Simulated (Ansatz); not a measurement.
# SiGeH₂ (singlet): from Hartree-Fock to the top rungs, cc-pVDZ

An exercise on one series of results from a longer session: the logs are not shown, and one member is left open.

The runs use Ansatz 0.2.0, Gaussian basis; cc-pVDZ, core rule «outside noble gas», up to 19 orbitals frozen.

Plan: UHF; CCSD(T) on RHF; CCSD(T) on UHF; BCCD(T) on RHF; CISD; CCSDT(Q) on RHF; CCSDT(Q) on UHF; CASSCF and MRCISD+Q, 10 electrons in 10 orbitals; CASSCF and NEVPT4(SD), 10 electrons in 10 orbitals; CASSCF and NEVPT2, 10 electrons in 10 orbitals.

25 further runs of the same task are left out: 10 that didn't finish, 15 set aside as unsound or not needed.

## The geometry

The geometry is a PBE0/def2-TZVP stationary point (not a proven minimum) of the parent state, kept for this charge and spin. No spin-orbit coupling is included. The filled d shell of Ge may be among the frozen orbitals whatever the setting's name suggests; the logs give the count.

4 atoms, charge 0, spin multiplicity 1.

Atoms are counted from 1 here; the program's logs count them from 0.

Bond lengths: Si1–Ge2 2.342 Å, Si1–H3 1.495 Å, Si1–H4 1.495 Å. Angles: Ge2–Si1–H3 127.1°, Ge2–Si1–H4 127.1°, H3–Si1–H4 105.7°.

Set-up of the first run:

File in.yaml:

```yaml
crystal:
  periodic: [false, false, false]
  atoms:
    - {symbol: Si, position_ang: [0.000000, 0.000000, 1.638136]}
    - {symbol: Ge, position_ang: [0.000000, 0.000000, -0.703890]}
    - {symbol: H, position_ang: [0.000000, 1.191949, 2.541160]}
    - {symbol: H, position_ang: [0.000000, -1.191949, 2.541160]}
basis:
  gaussian: {orbitals: cc-pVDZ}
magnetization: {spin_polarized: true, initial_magnetization: 0}
hamiltonian: {xc: hf}
output: {orbitals: {seedname: orbitals}}
```

On the command line:

```sh
> ansatz run in.yaml --threads 1 --pin off --events-out ev --progress --plain --max-ram 2393MiB
```

Among the steps run: UHF; CCSD(T) on RHF; CCSD(T) on UHF; BCCD(T) on RHF; CISD; CCSDT(Q) on RHF; CCSDT(Q) on UHF; CASSCF and MRCISD+Q, 10 electrons in 10 orbitals; CASSCF and NEVPT4(SD), 10 electrons in 10 orbitals; CASSCF and NEVPT2, 10 electrons in 10 orbitals.

One of the session's tables, all rows but one given; the rest of the session is left out.

```
            method  from RCCSDT(Q) (kJ/mol)
               RHF                   +571.4
               UHF                        ?
              RMP2                   +130.1
              CISD                    +81.3
             RCCSD                    +29.1
          RCCSD(T)                     +5.6
           BCCD(T)                     +5.6
            RCCSDT                     +2.0
         RCCSDT(Q)                        0
    CASSCF valence                   +328.9
    NEVPT2 valence                    +91.5
NEVPT4(SD) valence                    +13.0
    MRCISD valence                    +25.2
  MRCISD+Q valence                     +2.5
```

Q: Estimate the row for UHF from the others.

As computed: from RCCSDT(Q) (kJ/mol): +541.5. In the column «from RCCSDT(Q) (kJ/mol)» it lies between CASSCF valence (+328.9) and RHF (+571.4).

Not comparable, so not listed: CCSD(T) on UHF; CCSDT(Q) on UHF (they don't share determinant, frozen orbitals or solution with the rows shown, or repeat one).

To keep in mind: The determinant is far from a pure spin state, so its energy mixes those of several spin states (harmless only where they are near-degenerate, as at dissociation). Warnings: restricted reference is unstable; spin contamination; large T1 diagnostic.
